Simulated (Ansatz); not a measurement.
Working through a breakdown of dispersion, smearing and cutoff terms of HfBi₃, space group I4/mmm

Program: Ansatz 0.2.0 through its Python package.

Notebook, run cell by cell (the value of a cell's last expression is shown):

**Cell 1**
```python
import warnings

import ansatz
from ase import Atoms
```

**Cell 2**
```python
warnings.simplefilter("ignore", ansatz.DeckWarning)
```

**Cell 3**
```python
atoms = Atoms(
    ["Hf", "Bi", "Bi", "Bi"],
    scaled_positions=[
        (0.0, 0.0, 0.0),
        (0.75, 0.25, 0.5),
        (0.25, 0.75, 0.5),
        (0.5, 0.5, 0.0),
    ],
    cell=[
        (-2.315463, 2.315463, 5.265224),
        (2.315463, -2.315463, 5.265224),
        (2.315463, 2.315463, -5.265224),
    ],
    pbc=True,
)
crystal = ansatz.Crystal.from_ase(atoms)
```

**Cell 4**
```python
len(crystal.resolved().sites)
```
Output:
```text
4
```

**Cell 5**
```python
calculation = crystal.calculation().kpoints(8).occupations("fermi_dirac")
with_term = calculation.functional("revpbe", dispersion="d4").basis(340).cutoff_correction(590).run(threads=1).report
without = calculation.functional("revpbe").basis(340).run(threads=1).report
finer = calculation.functional("revpbe").basis(590).run(threads=1).report
removed = ansatz.free_energy_without(with_term, ansatz.EnergyTerm.DISPERSION)
print(f"dispersion term            {with_term['components']['e_disp']:.5f} eV")
print(f"F less dispersion          {removed:.5f} eV, run without it {without['free_energy_ev']:.5f} eV")
print(f"F less smearing term       {ansatz.free_energy_without(without, ansatz.EnergyTerm.SMEARING):.5f} eV")
print(f"estimated gain to 590 eV   {with_term['cutoff_correction']['energy_ev']:.5f} eV, found {finer['free_energy_ev'] - without['free_energy_ev']:.5f} eV")
```
Output:
```text
dispersion term            -2.59799 eV
F less dispersion          -52952.31965 eV, run without it -52952.31965 eV
F less smearing term       -52952.20695 eV
estimated gain to 590 eV   -0.03536 eV, found -0.03523 eV
```

Notes:
- Total energies depend on the potentials; only differences at equal settings carry meaning. A total without «per atom» is that of the cell as typed.
- The cutoff lies under the one recommended for these potentials in some of the runs.
- Dispersion corrections can be off by several per cent in the lattices of metals, and by several GPa in the pressure at a fixed cell.
- Spin-orbit coupling, which matters for elements this heavy, is left out.
- The structure comes from a database of computed cells and needn't be a stable or known phase.
- The script silences the warnings on its input, which a real study should read.
- Run time: 76 s on 1 thread of Arm Neoverse N1, with other jobs on the host, peak memory 0.7 GiB.
